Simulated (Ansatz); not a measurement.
EuIr2, space group Fd-3m, a test of the smearing width

Program: Ansatz 0.2.0 through its Python package.

Input file `POSCAR`:
```text
EuIr2
1.0
   0.00000000    3.81706779    3.81706779
   3.81706779    0.00000000    3.81706779
   3.81706779    3.81706779    0.00000000
Eu Ir
2 4
Direct
   0.75000000    0.75000000    0.75000000
   0.50000000    0.50000000    0.50000000
   0.12500000    0.62500000    0.12500000
   0.12500000    0.12500000    0.62500000
   0.62500000    0.12500000    0.12500000
   0.12500000    0.12500000    0.12500000
```

Notebook, run cell by cell (the value of a cell's last expression is shown):

```python
import warnings

import ansatz as az
from ase.io import read
```

```python
warnings.simplefilter('ignore', az.DeckWarning)
```

```python
atoms = read('POSCAR', format='vasp')
atoms.set_initial_magnetic_moments([7, -7, 0.0, 0.0, 0.0, 0.0])
crystal = az.Crystal.from_ase(atoms)
```

```python
[site.symbol for site in crystal.resolved().sites]
```

    ['Eu', 'Eu', 'Ir', 'Ir', 'Ir', 'Ir']

```python
base = (
    crystal.calculation()
    .functional('lda')
    .pseudopotentials('paw')
    .basis(450)
    .kpoints(6)
    .spin('collinear')
    .scf(tolerance=1e-10)
    .forces()
    .stress()
)
```

```python
rows = []
for value in [0.25, 0.15, 0.1, 0.05, 0.025]:
    rep = base.occupations('cold', width=value).run(threads=1).report
    rows.append((value, rep['free_energy_ev'] / len(rep['lattice']['sites']), rep['n_iterations'], sum(rep['stress_gpa'][i][i] for i in range(3)) / 3, max(abs(f) for row in rep['forces_ev_ang'] for f in row), rep['magnetization_mub'], rep['n_kpoints']))

print('  width (eV)   F/atom (eV)    iterations       P (GPa)  max component (eV/A)  moment (muB)      k-points')
for row in rows:
    print(f'{str(row[0]):>12s}  {row[1]:12.5f}  {row[2]:12d}  {row[3]:12.3f}  {row[4]:20.4f}  {row[5]:12.3f}  {row[6]:12d}')
```

      width (eV)   F/atom (eV)    iterations       P (GPa)  max component (eV/A)  moment (muB)      k-points
            0.25  -10631.32101            26       -10.225                0.0000         0.000            16
            0.15  -10631.33388            24       -10.136                0.0000        -0.000            16
             0.1  -10631.33854            22       -10.049                0.0000        -0.000            16
            0.05  -10631.34116            24       -10.000                0.0000        -0.000            16
           0.025  -10631.34161            19        -9.995                0.0000        -0.000            16

```python
for row in rows[:-1]:
    shift = 1000 * (row[1] - rows[-1][1])
    print(f'{row[0]}: {shift:+.2f} meV/atom' + ('  (within 1 meV)' if abs(shift) < 1 else ''))
```

    0.25: +20.60 meV/atom
    0.15: +7.73 meV/atom
    0.1: +3.07 meV/atom
    0.05: +0.45 meV/atom  (within 1 meV)

Going from 0.025 to 0.25 eV changes F by +20.6 meV an atom. This scheme is built to cancel the term in the square of the width, but that needs a smooth density of states and a fine mesh, and here a sizeable shift remains. The pressure moves from -9.99 to -10.22 GPa.

Caveats:
- Open f shells: without a Hubbard U, without spin-orbit coupling; the state reached hangs on the start and needn't be the lowest.
- The mesh is modest for a metal, so energies can be off by several to tens of meV an atom and pressures by half a GPa or more; differences at equal mesh fare better.
- The overall sign of a collinear moment is arbitrary, and semilocal functionals can give small moments to compounds that are paramagnetic.
- Forces vanish by symmetry here and test nothing.
- The narrowest width needs the finest mesh, so the last row is no converged reference.
- Pressure is positive in compression.
- At these settings the cell as given stands under about -10 GPa, so it isn't at this functional's equilibrium volume.
- This cell is a computed structure, which may not be the phase found in nature.
- Timing: 3.9 min on 1 thread of Intel(R) Xeon(R) Platinum 8175M CPU @ 2.50GHz (Skylake/Cascade Lake), on a shared host, peak memory 0.69 GiB.
